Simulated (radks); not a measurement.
# Ar⁺ in [Ne] 3s1.75 3p5.25: an all-electron calculation

The task here is to estimate one member of a computed series from the others.

Program: radks (a radial shooting solver on a logarithmic mesh, Libxc functionals) version 1. Level of theory: Dirac Kohn-Sham, SOGGA, spin-unpolarised, spherical densities, finite nucleus; open shells fill j = l - 1/2 first. These are calculated values, not measurements, unless marked.

### The atom as given

```
element            : argon (Z = 18)
charge             : +1
electrons          : 17
configuration      : [Ne] 3s1.75 3p5.25
nuclear rms radius : 3.4274 fm
```

The first run:

Input:

```text
Z 18
configuration [Ne] 3s1.75 3p5.25 4s0 3d0
relativity Dirac
functional sogga,pbe
spin unpolarised
j_filling energy
nucleus finite rms 3.4274 fm
c 137.035999084
```

Steps of the session up to this table: Self-consistent calculation.

One of the session's tables, all rows but one given; the rest of the session is left out.

It belongs to the step «Radial structure». Sizes of the orbitals, from the radial functions (bohr):

```
level      <r>  outermost maximum (interpolated)  90 % within  nodes
1s1/2  0.08581                            0.0561        0.153      0
2s1/2        ?                                 ?            ?      ?
2p1/2   0.3751                             0.280        0.622      0
2p3/2   0.3775                             0.282        0.625      0
3s1/2    1.368                              1.16         2.06      2
3p1/2    1.545                              1.26         2.40      1
3p3/2    1.553                              1.26         2.41      1
```

Estimate the missing values for 2s1/2.

**Answer.** <r>: 0.4143; outermost maximum (interpolated): 0.339; 90 % within: 0.647; nodes: 1. In the column «<r>» it lies between 2p3/2 (0.3775) and 3s1/2 (1.368).
